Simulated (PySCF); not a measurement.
# C4H11Ga (GaH2(iBu)): the cost of one run

Programs: PySCF 2.14.0, with density-fitted response routines of our own. Each step states its level of theory. These are calculated values for one molecule in the gas phase, unless marked as measured. Atoms count from 0, in the outputs and in this text.

## 1. The molecule as given

16 atoms, charge 0, multiplicity 1; geometry from: GFN2-xTB. The atoms were then displaced at random by about 0.03 Å, so the start is not that level's minimum.

Bonds of the start (Å): Ga0–H1 1.51, Ga0–H2 1.70, Ga0–C3 1.95, C3–C4 1.59, C3–H7 1.14, C3–H8 1.08, C4–C5 1.50, C4–C6 1.50, C4–H9 1.09, C5–H10 1.07, C5–H11 1.06, C5–H12 1.03, C6–H13 1.07, C6–H14 1.12, C6–H15 1.06.

## 2. Optimising the geometry at PBE0-D3(BJ)/def2-SVP

The job: settings as JSON, then the geometry in Å.

```
{"job": {"xc": "PBE0", "basis": "def2-SVP", "d3": "d3bj", "grid": 1, "maxiter": 40, "shake": 0.03, "kind": "geom"}, "charge": 0, "multiplicity": 1}
Ga     0.988770     1.457890     1.159030
H      2.492210     1.634560     1.127670
H      0.190780     2.961320     1.065440
C      0.004780    -0.217520     1.270030
C     -0.450120    -0.773350    -0.147630
C      0.821060    -0.989870    -0.920740
C     -1.298510     0.240680    -0.849950
H     -0.973630    -0.075760     1.842600
H      0.498820    -0.958370     1.872280
H     -0.995660    -1.708950     0.010530
H      1.342660    -0.062870    -1.017710
H      0.626550    -1.409420    -1.877400
H      1.402800    -1.667370    -0.417380
H     -0.828150     1.197830    -0.956170
H     -2.246710     0.418860    -0.281910
H     -1.610010    -0.081610    -1.812270
```

Run with:

```sh
$ OMP_NUM_THREADS=1 python probes_run.py task.json out
```

This one command runs all jobs of the session in turn.

**Question.** How long does this first job take on 1 thread of Arm Neoverse V2, shared host, and how much memory does it need?

About 56 s, with a peak of 0.55 GiB.
